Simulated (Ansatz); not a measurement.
What does this script print? It uses Ansatz 0.2.0, Python API.

Input file `input.yaml`:
```yaml
crystal:
  lattice:
    - [4.459705, 0.0, 0.0]
    - [-2.229852, 3.862218, 0.0]
    - [0.0, 0.0, 11.001484]
  atoms:
    - { symbol: In, position: [0.0, 0.0, 0.0] }
    - { symbol: Sn, position: [0.333333, 0.666667, 0.668667] }
    - { symbol: Sn, position: [0.666667, 0.333333, 0.331333] }
    - { symbol: Te, position: [0.333333, 0.666667, 0.165757] }
    - { symbol: Te, position: [0.666667, 0.333333, 0.834243] }
    - { symbol: Te, position: [0.0, 0.0, 0.5] }
kpoints:
  mp_grid: { grid: [6, 6, 2] }
hamiltonian:
  xc: r2scan
scf:
  occupations: { method: gaussian, width: 0.05 }
basis:
  ecutwfc: 560
output:
  stress: true
  eigenvalues: true
```

The script, `yaml_run_insn2te3.py`:
```python
import ansatz as az
import numpy as np
import yaml

with open("input.yaml") as handle:
    tree = yaml.safe_load(handle)
print("sections:", list(tree))
planned = az.Session.from_dict(tree).plan(threads=1, pin="off")
done = planned.execute()
report = done.report

print("%-22s %14.5f eV" % ("F = E - TS", report["free_energy_ev"]))
print("%-22s %14.5f eV" % ("E", report["internal_energy_ev"]))
print("%-22s %14.5f eV" % ("Harris-Foulkes", report["harris_foulkes_ev"]))
print("%-22s %14.5f eV" % ("Fermi level", report["fermi_energy_ev"]))

print("pressure by term (GPa)")
for term, tensor in report["stress_terms_gpa"].items():
    if np.any(tensor):
        print(f"  {term:28s} {np.trace(np.array(tensor)) / 3:12.3f}")
print(f"  {'total':28s} {np.trace(np.array(report['stress_gpa'])) / 3:12.3f}")

edges = report.get("band_edges_ev")
if edges:
    print(f"band edges on the mesh: {edges[0]:.3f} and {edges[1]:.3f} eV, gap {edges[1] - edges[0]:.3f} eV")
else:
    print("no band edges reported (a metal, or a gap too narrow for this smearing); Fermi level", round(report["fermi_energy_ev"], 3), "eV")

print("doubts on the final state:", report["published_state_doubts"] or "none")
print("warnings:", sorted({n["data"]["kind"] for n in done.notices if n["data"].get("severity") in ("warning", "doubt")}) or "none")
```

```console
$ python yaml_run_insn2te3.py
sections: ['crystal', 'kpoints', 'hamiltonian', 'scf', 'basis', 'output']
DeckWarning: the atoms were moved onto the symmetric positions of the space group found under crystal.symmetry.tolerance 1.0e-5 (fractional; no operation is sought that the atoms, as they stand in a round, miss by more than twice it, and no atom is moved by as much as it), and the run uses the moved positions. Before a round's move an operation carried an atom to 4.46e-6 Å from where it should land, the largest such distance. Atom 1 (counting from 0) moved farthest, by 2.57e-6 Å; the longest [...]
F = E - TS               -38675.38624 eV
E                        -38675.38163 eV
Harris-Foulkes           -38675.38624 eV
Fermi level                   8.92712 eV
pressure by term (GPa)
  kinetic                           648.767
  hartree                          1124.415
  ewald                           -2414.204
  local_pseudopotential            1898.410
  nonlocal_pseudopotential         -366.711
  augmentation                     -708.608
  nlcc                             -769.105
  xc                                586.779
  augmentation_tail                   0.001
  scf_correction                      0.000
  pulay_correction                    0.003
  total                              -0.253
no band edges reported (a metal, or a gap too narrow for this smearing); Fermi level 8.927 eV
doubts on the final state: none
warnings: none
```
(Warnings from the package without file and line, shortened.)

What to keep in mind:
- Absolute energies stand on the zero of these potentials, so only differences at equal settings mean something. A total without «per atom» is that of the cell as typed.
- For a metal this k-point mesh is coarse: on a finer one energies can move by several to tens of meV an atom and pressures by half a GPa or more, differences at one mesh by less.
- The zero of the levels is a convention of the potentials, so an absolute Fermi energy is no work function.
- Pressure is positive in compression.
- This cell is a computed structure, which may not be the phase found in nature.
- Levels are Kohn-Sham eigenvalues on this mesh, without spin-orbit coupling.
- Finished in 26 s on 1 thread of Arm Neoverse V1, on a shared host, peak memory 1.1 GiB.

(Lines on the test bed's own set-up are left out of the output.)
